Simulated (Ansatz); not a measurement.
What does this script print? It uses the Ansatz DFT code, driven from Python.

`scf.py`:
```python
from pathlib import Path

import ansatz as az
from ase.data import atomic_numbers
import numpy as np
import spglib


def main() -> None:
    vectors = np.array([
        [-1.65565, 1.65565, 1.65565],
        [1.65565, -1.65565, 1.65565],
        [1.65565, 1.65565, -1.65565],
    ])
    cell = az.Lattice.of(vectors).atom("Ag", (0.0, 0.0, 0.0))

    model = cell.calculation()
    model = model.functional("PBEsol")
    model = model.pseudopotentials("paw", source="ansatz")
    model = model.accuracy("low").kpoints(spacing=0.57)
    model = model.occupations("cold", width=0.01).scf(tolerance=1e-09, max_iterations=60)
    model = model.density()
    model = model.potential()
    model = model.electron_localization_function()
    model = model.output_files(volumetric_format="npy")
    model = model.band_table()
    out = model.run()
    rep = out.report

    for key in ("converged", "n_iterations", "n_electrons", "n_kpoints", "n_pw", "n_symmetry_ops", "free_energy_ev", "fermi_energy_ev"):
        print(f"{key:18s} {rep[key]}")

    folder = Path(out.write_results("fields"))
    print("densities in e/A^3, potentials in eV, ELF without unit")
    for name in sorted(p.name for p in folder.glob("*.npy")):
        field = np.load(folder / name)
        print(f"{name:16s} {str(field.shape):16s} min {field.min():10.4f}  mean {field.mean():10.4f}  max {field.max():10.4f}")

    lines = ["| quantity | value |", "|---|---|"]
    lines.append(f"| free energy per atom | {rep['free_energy_ev'] / len(out.lattice.sites):.4f} eV |")
    lines.append(f"| Fermi level | {rep['fermi_energy_ev']:.3f} eV |")
    lines.append(f"| volume per atom | {rep['setup']['cell_volume_ang3'] / len(out.lattice.sites):.3f} A^3 |")
    lines.append(f"| valence electrons | {rep['n_electrons']:g} |")
    Path("summary.md").write_text("\n".join(lines) + "\n")

    table = np.array(rep["eigenvalues_ev"]) - rep["fermi_energy_ev"]
    filling = np.array(rep["occupations"])
    weights = np.tile(rep["kweights"], len(table) // len(rep["kweights"]))
    print("band   lowest  highest (eV from E_F)  electrons")
    for band in range(table.shape[1]):
        if table[:, band].max() > -10:
            print(f"{band + 1:4d} {table[:, band].min():8.3f} {table[:, band].max():8.3f} {weights @ filling[:, band]:18.4f}")
    print("electrons counted from the table:", round(float(weights @ filling.sum(axis=1)), 5))

    spg_cell = (out.lattice.cell_ang, [s.position_frac for s in out.lattice.sites], [atomic_numbers[s.symbol] for s in out.lattice.sites])
    for tolerance in (1e-5, 1e-3, 1e-1):
        print(f"symprec {tolerance:g} A: {spglib.get_spacegroup(spg_cell, symprec=tolerance)}")
    print("operations used by the run:", rep["n_symmetry_ops"])


if __name__ == "__main__":
    main()
```

`python scf.py` gives:
```text
DeckWarning: basis.ecutwfc = 480 eV, auto-derived from the records' recommended cutoffs: set by Ag (normal level)
converged          True
n_iterations       7
n_electrons        19.0
n_kpoints          10
n_pw               429
n_symmetry_ops     48
free_energy_ev     -7536.140519455114
fermi_energy_ev    17.692175167468108
densities in e/A^3, potentials in eV, ELF without unit
elf.npy          (24, 24, 24)     min     0.0217  mean     0.2295  max     0.5031
rho.npy          (24, 24, 24)     min     0.1173  mean     1.0466  max    10.8505
v_es.npy         (24, 24, 24)     min  -209.8434  mean     7.6824  max    20.5146
v_tot.npy        (24, 24, 24)     min  -230.8437  mean    -4.0730  max    12.1272
band   lowest  highest (eV from E_F)  electrons
   5   -7.642   -5.402             2.0000
   6   -5.910   -4.671             2.0000
   7   -4.909   -3.413             2.0000
   8   -4.909   -3.319             2.0000
   9   -4.283   -3.021             2.0000
  10   -3.690    4.908             1.0000
  11    3.785   17.290             0.0000
  12    5.123   17.290             0.0000
  13    7.871   17.920             0.0000
  14   12.790   23.642             0.0000
electrons counted from the table: 19.0
symprec 1e-05 A: Im-3m (229)
symprec 0.001 A: Im-3m (229)
symprec 0.1 A: Im-3m (229)
operations used by the run: 48
```
(Warnings from the package without file and line.)

It writes `summary.md`:
```text
| quantity | value |
|---|---|
| free energy per atom | -7536.1405 eV |
| Fermi level | 17.692 eV |
| volume per atom | 18.154 A^3 |
| valence electrons | 19 |
```

Caveats:
- The settings weren't tested for convergence.
- For a metal this mesh is far too coarse, so the numbers only illustrate the procedure.
- An absolute Fermi energy rests on an arbitrary zero of the periodic potential and has no direct meaning.
- The fields are valence quantities on the plane-wave grid; their values near the nuclei depend on the potentials.
- The cell is a database structure, distorted on purpose.
- Levels are Kohn-Sham eigenvalues on this mesh, without spin-orbit coupling.
- The whole script took 1.1 s on 1 thread of Arm Neoverse V1, on a shared host, peak memory 0.31 GiB.

(Lines on the test bed's own set-up are left out of the output.)
